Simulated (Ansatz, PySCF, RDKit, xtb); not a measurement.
**SnSiH7S+: from the formula to a structure**

Given the formula SnSiH7S+ (charge +1) and nothing else, which arrangement of the atoms is the most stable in the gas at 200 K, and what are its properties?

Plan: many cheap relaxations first (GFN2-xTB), then density-functional screening, relaxation at PBE0-D3(BJ)/def2-SVP, vibrations and a final energy. The numbers are computed, not measured.

3 further runs of the same task are left out: 3 set aside as unsound or not needed.

**1. Drawing up candidates**

All bonding patterns within simple valence rules are listed by program: one Lewis structure each, at most two rings and one unusual centre or charged pair. O–O, O–halogen and N–halogen bonds and N–N–N chains are not drawn. That gives 3 candidates.

| label | SMILES | spin |
| --- | --- | --- |
| c433 | [SiH3][SnH2][SH2+] | singlet |
| c535 | [SH2+][SiH2][SnH3] | singlet |
| c915 | [SiH3][SH+][SnH3] | singlet |

Candidates are built by distance geometry, with a force field where one applies, in up to four conformers (letters a to d). 5 starts with atoms placed at random are added, to find patterns that the rules miss.

Q: Predict the outcome of this search (final energies at CCSD(T)/def2-SVP + MP2/def2-TZVPP - MP2/def2-SVP).

| quantity | value |
| --- | --- |
| lowest structure found | [SiH3][SH+][SnH3], singlet, C1 |
| next finalist | [SiH3][SnH2][SH2+], singlet, 6.0 kcal/mol higher in G |
| share at equilibrium, among the finalists | 100.0 % |
| harmonic wavenumbers, lowest and highest (PBE0-D3(BJ)/def2-SVP) | 37 and 2681 cm⁻¹ |
| rotational constants, same geometry | 0.2545, 0.03763, 0.03397 cm⁻¹ |
| HOMO energy (PBE0/def2-TZVPD) | -13.65 eV |
| LUMO energy (PBE0/def2-TZVPD) | -6.07 eV |
| HOMO–LUMO gap (PBE0/def2-TZVPD) | 7.58 eV |
| lowest excitation (TD-CAM-B3LYP/def2-SVPD) | 6.68 eV (f = 0.054) |
| strongest of the states computed, same level | 7.98 eV (f = 0.339) |
| lowest triplet excitation, same level, Tamm-Dancoff | 5.90 eV |
| vertical ionisation energy | 15.56 eV |
| vertical recombination energy (electron added) | 4.49 eV |
| vertical triplet less singlet | +5.83 eV |

The search ends on `[SiH3][SH+][SnH3]`. Among the finalists first place is clear (6.0 kcal/mol); structures outside the list aren't covered. GFN2-xTB, HF/STO-3G, r2SCAN-D4/def2-SVP, PBE0-D3(BJ)/def2-SVP, HF/def2-SVP and MP2/def2-SVP already put its bonding pattern lowest among the structures in one piece. Spin-orbit coupling, which matters for elements this heavy, is left out. Lowest found is not proven lowest: the search is finite, and each finalist counts with one conformer. Patterns outside the rules of the enumeration were met only by chance.
